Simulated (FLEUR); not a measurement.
The system is TaVN2.

```
Ta V N
1.0
     3.04987    0.00000    0.00000
     0.00000    3.04987    0.00000
     0.00000    0.00000    4.29606
Ta V N
1 1 2
Direct
  0.00000 0.00000 0.00000
  0.50000 0.50000 0.50000
  0.50000 0.50000 0.00000
  0.00000 0.00000 0.50000
```

The cell comes from a database or a generator and needn't be the stable form of this composition.

Base run:

* Program: FLEUR MaX-R8.1 (later development tree)
* Functional: PBEsol
* Potentials or basis: all-electron
* Basis: FLAPW
* Kmax: 5.07 1/bohr
* k mesh: 7 × 7 × 5
* Occupations: fermi-dirac, width 0.05 eV
* Spin: collinear spin, ferromagnetic start
* Starting moments: [0.0, 2.002, 0.0, 0.0] μB
* Hubbard terms: V d U = 3 eV

Its results: band gap on the k mesh none (metal or under the smearing width); net moment 2.33 μB per cell; site moments Ta -0.04; V +2.10; N +0.02, +0.03 μB.

Question: The run is repeated on the same cell with these changes: hubbard terms from V d U = 3 eV to V d U = 4 eV. What comes out?

Answer: Band gap on the k mesh none (metal or under the smearing width); net moment 2.45 μB per cell; site moments Ta -0.04; V +2.21; N +0.02, +0.03 μB.
